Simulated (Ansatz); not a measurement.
# BF2HO: molecular dynamics

Aim: follow the molecule's vibrations and see whether its bonds hold. The start is relaxed first. Runs: 500 steps of 0.5 fs at constant energy, with velocities drawn for 1000 K. SMILES of the start: OB(F)F.

Program: Ansatz 0.2.0. Level of theory: RKS PBE0-D4/def2-SVP. These are calculated values, not measurements.

## Step 1: Starting point

Bond lengths: B1–F2 1.320 Å, B1–F3 1.320 Å, B1–O4 1.410 Å, O4–H5 1.010 Å. Angles: F2–B1–F3 120.0°, F2–B1–O4 120.0°, F3–B1–O4 120.0°, B1–O4–H5 109.5°.

Structure file:

```xyz
5

B     0.0000    0.0000    0.0000
F     0.0000    0.0000    1.3200
F     1.1431    0.0000   -0.6600
O    -1.2211    0.0000   -0.7050
H    -1.7308   -0.8467   -0.4965
```

## Step 2: Relaxing the start

The input, input.yaml:

```yaml
crystal:
  periodic: [false, false, false]
  atoms:
    - { symbol: B, position_ang: [0.0, 0.0, 0.0] }
    - { symbol: F, position_ang: [0.0, 0.0, 1.32] }
    - { symbol: F, position_ang: [1.1431, 0.0, -0.66] }
    - { symbol: O, position_ang: [-1.2211, 0.0, -0.705] }
    - { symbol: H, position_ang: [-1.7308, -0.8467, -0.4965] }
basis:
  gaussian: { orbitals: def2-SVP }
hamiltonian:
  xc: pbe0
  dispersion: d4
relax:
  f_tol: 0.02
  max_steps: 40
```

The run is started by

```
> ansatz run input.yaml --threads 1 --pin off --max-ram 2048MiB --backend cpu --events-out ev --progress --plain --runs-dir out
```

The log of the run (excerpt; [...] marks lines left out):

```text
Warning: RAYON_NUM_THREADS=1 ignored (pool sized by the plan → 1); use --threads N
[...]
Functional definition: PBE0
[...]
636 factors; integrals over basis functions are off by at most 5.2e-4 eV
[...]
mean field -8163.17830347 eV, -299.9912694514 hartree, gradient 5.7e-5 eV, S^2 0.000000; 0 other end points of the search recorded, 0 dependent functions left out
[...]
reference -8163.17832161 eV, -299.9912701183 hartree; 16, 16 occupied and 45, 45 virtual orbitals, 636 factors
relax step   1: F+E_penalty+E_count = -8163.22220535 eV  Δ(F+E_penalty+E_count) = +0.000e0 eV  max|allowed force component| = 2.016e0 eV/Å  Δτ_max = 0.0000 Å  (23 SCF iters, accepted)
[...]
relax step   6: F+E_penalty+E_count = -8163.66432955 eV  Δ(F+E_penalty+E_count) = -7.389e-4 eV  max|allowed force component| = 5.266e-2 eV/Å  Δτ_max = 0.0062 Å  (25 SCF iters, accepted)
[...]
relax step   7: F+E_penalty+E_count = -8163.66439718 eV  Δ(F+E_penalty+E_count) = -6.763e-5 eV  max|allowed force component| = 4.119e-3 eV/Å  Δτ_max = 0.0021 Å  (21 SCF iters, accepted)
636 factors; integrals over basis functions are off by at most 5.1e-4 eV
[...]
mean field -8163.62044891 eV, -300.0075179969 hartree, gradient 1.4e-5 eV, S^2 0.000000; 1 other end points of the search recorded, 0 dependent functions left out
[...]
reference -8163.62046702 eV, -300.0075186625 hartree; 16, 16 occupied and 45, 45 virtual orbitals, 636 factors
Total energy: -8163.66441530 eV, -300.0091337316 hartree
Atom 0 at     0.006443    -0.080328    -0.056558 Å, force    -0.000241    -0.000879    -0.000124 eV/Å
Atom 1 at    -0.047901    -0.124357     1.268628 Å, force    -0.000607     0.000165     0.000498 eV/Å
Atom 2 at     1.157570     0.214769    -0.624533 Å, force     0.003509     0.001061    -0.000618 eV/Å
Atom 3 at    -1.068736    -0.326077    -0.821560 Å, force    -0.004119    -0.000559     0.001500 eV/Å
Atom 4 at    -1.856175    -0.530707    -0.307477 Å, force     0.001458     0.000212    -0.001257 eV/Å
Dipole moment:    -0.408832    -0.102705     0.114741 e Å
```

Wall time 10 s (1 thread of AMD EPYC 7R43 (Zen 3), shared host); peak memory 0.13 GiB.

The steps of the relaxation:

```csv
step,energy from step 1 (eV),largest force component (eV/Å)
1,0.0000,2.0156
2,-0.1529,1.8251
3,-0.2890,1.4078
4,-0.4333,0.6799
5,-0.4414,0.2225
6,-0.4421,0.0527
7,-0.4422,0.0041
```

Step 1 is the start.

After: Bond lengths: B1–F2 1.327 Å, B1–F3 1.317 Å, B1–O4 1.342 Å, O4–H5 0.962 Å. Angles: F2–B1–F3 118.3°, F2–B1–O4 122.0°, F3–B1–O4 119.7°, B1–O4–H5 112.9°.

## Step 3: The run

500 steps of 0.5 fs at constant energy, with velocities drawn for 1000 K, from the relaxed start.

The input, input.yaml:

```yaml
crystal:
  periodic: [false, false, false]
  atoms:
    - { symbol: B, position_ang: [0.006443, -0.080328, -0.056558] }
    - { symbol: F, position_ang: [-0.047901, -0.124357, 1.268628] }
    - { symbol: F, position_ang: [1.15757, 0.214769, -0.624533] }
    - { symbol: O, position_ang: [-1.068736, -0.326077, -0.82156] }
    - { symbol: H, position_ang: [-1.856175, -0.530707, -0.307477] }
basis:
  gaussian: { orbitals: def2-SVP }
hamiltonian:
  xc: pbe0
  dispersion: d4
md:
  timestep: 0.5
  n_steps: 500
  ensemble: nve
  temperature: 1000.0
  initial_velocities: maxwell_boltzmann
  seed: 78566
```

The run is started by

```
> ansatz run input.yaml --threads 1 --pin off --max-ram 2048MiB --backend cpu --events-out ev --progress --plain --runs-dir out
```

The log of the run (excerpt; [...] marks lines left out):

```text
Warning: RAYON_NUM_THREADS=1 ignored (pool sized by the plan → 1); use --threads N
[...]
[... 1 set-up line as earlier in the session ...]
[...]
637 factors; integrals over basis functions are off by at most 4.6e-4 eV
[...]
mean field -8163.62045829 eV, -300.0075183415 hartree, gradient 3.0e-5 eV, S^2 0.000000; 0 other end points of the search recorded, 0 dependent functions left out
[...]
reference -8163.62047688 eV, -300.0075190245 hartree; 16, 16 occupied and 45, 45 virtual orbitals, 637 factors
md step     0: t =     0.00 fs  T =  1000.0 K  F+E_penalty+E_count = -8163.66440656 eV  E_kin = 0.387780 eV  conserved = -8163.27662656 eV  (23 SCF iters)
[...]
md step    18: t =     9.00 fs  T =   311.9 K  F+E_penalty+E_count = -8163.39715738 eV  E_kin = 0.120931 eV  conserved = -8163.27622608 eV  (23 SCF iters, 3 dispersion substeps)
[...]
md step    36: t =    18.00 fs  T =   394.7 K  F+E_penalty+E_count = -8163.42942150 eV  E_kin = 0.153052 eV  conserved = -8163.27636909 eV  (25 SCF iters, 3 dispersion substeps)
[...]
md step    54: t =    27.00 fs  T =   283.0 K  F+E_penalty+E_count = -8163.38589411 eV  E_kin = 0.109739 eV  conserved = -8163.27615558 eV  (23 SCF iters, 3 dispersion substeps)
[...]
md step    70: t =    35.00 fs  T =   929.0 K  F+E_penalty+E_count = -8163.63676310 eV  E_kin = 0.360259 eV  conserved = -8163.27650389 eV  (23 SCF iters, 3 dispersion substeps)
md step    71: t =    35.50 fs  T =   944.1 K  F+E_penalty+E_count = -8163.64264279 eV  E_kin = 0.366112 eV  conserved = -8163.27653058 eV  (24 SCF iters, 3 dispersion substeps)
```

## Step 4: The output, continued: dynamics from the start

Output, continued (excerpt; [...] marks lines left out):

```text
md step    72: t =    36.00 fs  T =   951.0 K  F+E_penalty+E_count = -8163.64535127 eV  E_kin = 0.368785 eV  conserved = -8163.27656666 eV  (24 SCF iters, 3 dispersion substeps)
[...]
md step    94: t =    47.00 fs  T =   144.5 K  F+E_penalty+E_count = -8163.33214463 eV  E_kin = 0.056023 eV  conserved = -8163.27612173 eV  (25 SCF iters, 3 dispersion substeps)
[...]
md step   116: t =    58.00 fs  T =   474.0 K  F+E_penalty+E_count = -8163.46019448 eV  E_kin = 0.183795 eV  conserved = -8163.27639943 eV  (25 SCF iters, 3 dispersion substeps)
[...]
md step   138: t =    69.00 fs  T =   686.4 K  F+E_penalty+E_count = -8163.54251070 eV  E_kin = 0.266170 eV  conserved = -8163.27634105 eV  (24 SCF iters, 3 dispersion substeps)
[...]
md step   160: t =    80.00 fs  T =   315.6 K  F+E_penalty+E_count = -8163.39869251 eV  E_kin = 0.122369 eV  conserved = -8163.27632394 eV  (24 SCF iters, 3 dispersion substeps)
md step   161: t =    80.50 fs  T =   261.5 K  F+E_penalty+E_count = -8163.37767060 eV  E_kin = 0.101409 eV  conserved = -8163.27626182 eV  (25 SCF iters, 3 dispersion substeps)
md step   162: t =    81.00 fs  T =   212.0 K  F+E_penalty+E_count = -8163.35841388 eV  E_kin = 0.082218 eV  conserved = -8163.27619576 eV  (25 SCF iters, 3 dispersion substeps)
```

## Step 5: The output, continued: dynamics from the start

The log, continued (excerpt; [...] marks lines left out):

```text
md step   163: t =    81.50 fs  T =   169.8 K  F+E_penalty+E_count = -8163.34198657 eV  E_kin = 0.065844 eV  conserved = -8163.27614211 eV  (24 SCF iters, 3 dispersion substeps)
[...]
md step   182: t =    91.00 fs  T =   607.3 K  F+E_penalty+E_count = -8163.51198303 eV  E_kin = 0.235506 eV  conserved = -8163.27647699 eV  (24 SCF iters, 3 dispersion substeps)
[...]
md step   201: t =   100.50 fs  T =   459.7 K  F+E_penalty+E_count = -8163.45457468 eV  E_kin = 0.178246 eV  conserved = -8163.27632908 eV  (24 SCF iters, 3 dispersion substeps)
[...]
md step   220: t =   110.00 fs  T =   679.4 K  F+E_penalty+E_count = -8163.53994476 eV  E_kin = 0.263448 eV  conserved = -8163.27649666 eV  (24 SCF iters, 3 dispersion substeps)
[...]
md step   499: t =   249.50 fs  T =   421.9 K  F+E_penalty+E_count = -8163.44006275 eV  E_kin = 0.163598 eV  conserved = -8163.27646491 eV  (24 SCF iters, 3 dispersion substeps)
[...]
md step   500: t =   250.00 fs  T =   419.2 K  F+E_penalty+E_count = -8163.43896689 eV  E_kin = 0.162543 eV  conserved = -8163.27642416 eV  (23 SCF iters, 3 dispersion substeps)
Total energy: -8163.43898529 eV, -300.0008493317 hartree
Atom 0 at     0.018900    -0.110142    -0.070125 Å, force    -0.206836     0.529366     0.500430 eV/Å
Atom 1 at    -0.061892    -0.133133     1.318091 Å, force     0.257478    -0.005348    -2.553607 eV/Å
Atom 2 at     1.198881     0.238191    -0.646751 Å, force    -1.736308    -0.767474     0.915216 eV/Å
Atom 3 at    -1.106734    -0.338416    -0.846503 Å, force     1.192219     0.503889     1.546024 eV/Å
Atom 4 at    -1.901571    -0.291169    -0.279583 Å, force     0.493447    -0.260434    -0.408063 eV/Å
Dipole moment:    -0.397349    -0.039738     0.095876 e Å
```

It took 7.9 min on 1 thread of AMD EPYC 7R43 (Zen 3), shared host; peak memory 0.13 GiB.

## Step 6: Frames and traces

The trajectory, every 20 steps (energies from step 0):

```
time (fs)  T (K)  potential energy change (meV/atom)  total energy change (meV/atom)
      0.0   1000                                 0.0                            0.00
     10.0    289                                55.2                            0.08
     20.0    398                                46.7                            0.03
     30.0    483                                40.1                            0.08
     40.0    733                                20.8                            0.04
     50.0    239                                59.1                            0.06
     60.0    401                                46.6                            0.08
     70.0    748                                19.6                            0.04
     80.0    316                                53.1                            0.06
     90.0    561                                34.1                            0.03
    100.0    459                                42.0                            0.06
    110.0    679                                24.9                            0.03
    120.0    217                                60.8                            0.09
    130.0    747                                19.6                            0.01
    140.0    330                                52.1                            0.08
    150.0    629                                28.8                            0.03
    160.0    288                                55.3                            0.08
    170.0    793                                16.1                            0.01
    180.0    253                                58.0                            0.08
    190.0    664                                26.1                            0.01
    200.0    649                                27.3                            0.01
    210.0    236                                59.4                            0.08
    220.0    649                                27.2                            0.02
    230.0    383                                47.9                            0.08
    240.0    636                                28.2                            0.01
    250.0    419                                45.1                            0.04
```

time (fs), T (K) and a bar:
```
      0.0       1000 ##############################
     11.0        281 ###
     21.5        351 #####
     32.5        747 ####################
     43.5        394 #######
     54.5        524 ############
     65.0        424 ########
     76.0        730 ####################
     87.0        320 ####
     98.0        490 ###########
    108.5        634 ################
    119.5        211 
    130.5        761 #####################
    141.5        312 ####
    152.0        623 ################
    163.0        505 ###########
    174.0        308 ####
    185.0        684 ##################
    195.5        237 #
    206.5        588 ##############
    217.5        427 ########
    228.5        534 ############
    239.0        658 #################
    250.0        419 ########
```

Maxima of the velocity power spectrum (cm⁻¹, relative height; resolution about 270 cm⁻¹): 500 (53), 900 (100), 1470 (11).

## Step 7: Positions and forces

Positions (Å) and forces (eV/Å):

```xyz
5
time_fs=31.0 T=582 dE=0.1626
B    -0.002   -0.071   -0.080   -0.078   -0.238    0.993
F    -0.041   -0.121    1.296   -0.026    0.027   -1.977
F     1.198    0.215   -0.623   -1.577   -0.226    0.344
O    -1.120   -0.323   -0.836    0.955   -0.151    0.787
H    -1.861   -0.766   -0.374    0.728    0.588   -0.148
5
time_fs=62.5 T=372 dE=0.2438
B    -0.003   -0.093   -0.031    0.388    0.329   -1.063
F    -0.049   -0.132    1.318    0.126    0.105   -1.470
F     1.189    0.233   -0.660   -2.210   -0.783    1.430
O    -1.090   -0.349   -0.844    1.324    0.569    0.809
H    -1.983   -0.241   -0.494    0.372   -0.220    0.294
5
time_fs=94.0 T=617 dE=0.1488
B     0.007   -0.066   -0.089   -0.432   -0.421    1.300
F    -0.048   -0.122    1.257    0.150    0.025   -0.642
F     1.194    0.213   -0.608   -0.750    0.029   -0.240
O    -1.114   -0.316   -0.797    1.239    0.379   -1.028
H    -1.825   -0.839   -0.442   -0.207   -0.013    0.609
5
time_fs=125.0 T=449 dE=0.2140
B     0.002   -0.091   -0.017    0.717    0.355   -1.858
F    -0.048   -0.130    1.252    0.021    0.003    2.853
F     1.117    0.214   -0.635    1.038    0.065    0.095
O    -1.014   -0.330   -0.805   -2.312   -0.101   -1.210
H    -1.919   -0.231   -0.476    0.537   -0.322    0.120
5
time_fs=156.0 T=391 dE=0.2363
B     0.003   -0.069   -0.061   -0.059   -0.099   -0.992
F    -0.041   -0.124    1.202   -0.133   -0.205    3.754
F     1.144    0.201   -0.587    1.612    0.586   -1.217
O    -1.065   -0.301   -0.782   -1.468   -0.608   -1.634
H    -1.770   -0.789   -0.344    0.047    0.325    0.089
5
time_fs=187.5 T=734 dE=0.1034
B     0.022   -0.101   -0.069   -0.769    0.155    2.120
F    -0.054   -0.130    1.287    0.231    0.019   -1.096
F     1.135    0.221   -0.635    1.309    0.096   -0.364
O    -1.042   -0.328   -0.817   -0.508   -0.056   -1.057
H    -1.900   -0.278   -0.405   -0.264   -0.214    0.397
5
time_fs=219.0 T=567 dE=0.1681
B    -0.011   -0.056   -0.050    0.326   -0.393   -1.019
F    -0.036   -0.133    1.291   -0.183    0.082   -1.060
F     1.199    0.212   -0.623   -1.981   -0.208    0.729
O    -1.122   -0.316   -0.853    1.561    0.114    1.561
H    -1.826   -0.753   -0.342    0.277    0.405   -0.211
5
time_fs=250.0 T=419 dE=0.2254
B     0.019   -0.110   -0.070   -0.207    0.529    0.500
F    -0.062   -0.133    1.318    0.258   -0.005   -2.554
F     1.199    0.238   -0.647   -1.736   -0.767    0.915
O    -1.107   -0.338   -0.847    1.192    0.504    1.546
H    -1.902   -0.291   -0.280    0.493   -0.260   -0.408
```

## Step 8: Summary of results

| quantity | value |
| --- | --- |
| relaxation of the start | 6 moves, 0.442 eV lower |
| length | 500 steps of 0.5 fs |
| temperature, first and last step | 1000 and 419 K |
| temperature, second half | mean 503 K, from 109 to 875 K |
| potential energy, second half | +39 meV/atom from the start |
| largest change of the total energy | 0.13 meV/atom |
| bonds formed or broken | 0 |

In words: The temperature starts at 1000 K and averages 503 K in the second half, where it ranges from 109 to 875 K. About half is expected from a start at a minimum: kinetic energy passes into potential energy until both shares match. The total energy strays from its start by at most 0.13 meV/atom, 0.3 % of the mean kinetic energy, so a step of 0.5 fs is short enough over this time. No bond forms or breaks. 250 fs on 5 atoms is far too short and small for converged averages. The nuclei move classically, without zero-point motion, which matters most for hydrogen.
